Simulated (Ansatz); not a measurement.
Working through a ladder of methods at one geometry of C2H7NOSi, SMILES C=C[SiH](N)O

With Ansatz's Python interface.

Notebook, run cell by cell (the value of a cell's last expression is shown):

In [1]:
```python
from dataclasses import dataclass
from pathlib import Path

import ansatz
import numpy as np
```

In [2]:
```python
@dataclass(frozen=True)
class Options:
    basis_set: str = 'def2-SVP'
```

In [3]:
```python
cfg = Options()

system = (
    ansatz.Crystal.molecule()
    .atom('C', (-1.8289, 0.4509, -0.308))
    .atom('C', (-1.1083, -0.3037, 0.4307))
    .atom('Si', (0.6691, -0.209, 0.6025))
    .atom('N', (1.4755, -0.6042, -0.8706))
    .atom('O', (1.2773, 1.3052, 0.837))
    .atom('H', (-2.9543, 0.3704, -0.3509))
    .atom('H', (-1.4429, 1.3162, -0.9043))
    .atom('H', (-1.5265, -1.0748, 1.007))
    .atom('H', (1.2233, -1.121, 1.6765))
    .atom('H', (0.9507, -0.0541, -1.5618))
    .atom('H', (1.1462, -1.577, -1.0631))
    .atom('H', (2.1959, 1.4461, 0.5389))
)
```

In [4]:
```python
calculation = (
    system.calculation()
    .basis(gaussian=cfg.basis_set)
    .accuracy('high')  # preset for grids and thresholds
)
```

In [5]:
```python
print('functional    E (Ha)        dipole (D)   HOMO (eV)  LUMO (eV)')
for name in ['cam_b3lyp', 'revpbe', 'hse06', 'pbe0']:
    summary = calculation.functional(name).forces().orbitals().run(threads=1, pin='off', runs_dir='runs').report
    lines = Path(summary['orbitals_path']).read_text().splitlines()
    field_of = lambda key: [line.split('=')[1].strip() for line in lines if line.startswith(key)]
    orbitals = [(27.211386 * float(e), s, float(n)) for e, s, n in zip(field_of('Ene='), field_of('Spin='), field_of('Occup='))]
    homo = max(e for e, _, n in orbitals if n > 0.5)
    lumo = min(e for e, _, n in orbitals if n < 0.5)
    dipole = 4.803205 * np.linalg.norm(summary['charge_distribution']['dipole_moment_e_ang'])
    print(f'{name:10s} {summary["free_energy_ev"] / 27.211386246:14.6f} {dipole:9.3f} {homo:11.3f} {lumo:10.3f}')
```
```text
functional    E (Ha)        dipole (D)   HOMO (eV)  LUMO (eV)
cam_b3lyp     -499.571097     1.956      -8.789      0.646
revpbe        -499.531287     1.826      -5.924     -1.462
hse06         -499.283478     1.966      -7.026     -0.972
pbe0          -499.300806     1.970      -7.430     -0.586
```

Caveats:
- These settings explore the input space; basis and method may be short of convergence.
- The geometry is a force-field or estimated start, not a minimum of this method, and the basis set is short of its limit. A lower total doesn't mark the better method: functionals have no common bound, and MP2 and coupled cluster aren't variational.
- Levels such as HOMO and LUMO are orbital energies: with these approximate functionals they aren't the ionisation energy and electron affinity, and their gap isn't the fundamental gap.
- hse06 follows the composition of plane-wave codes, whose totals differ by tens of mHa, up to about 0.1 Ha, from the form usual in Gaussian-basis programs (wpbeh).
- Wall time of the script: 69 s on 1 thread of Arm Neoverse V1, with other jobs on the host, peak memory 0.56 GiB.

(Lines on the test bed's own set-up are left out of the output.)
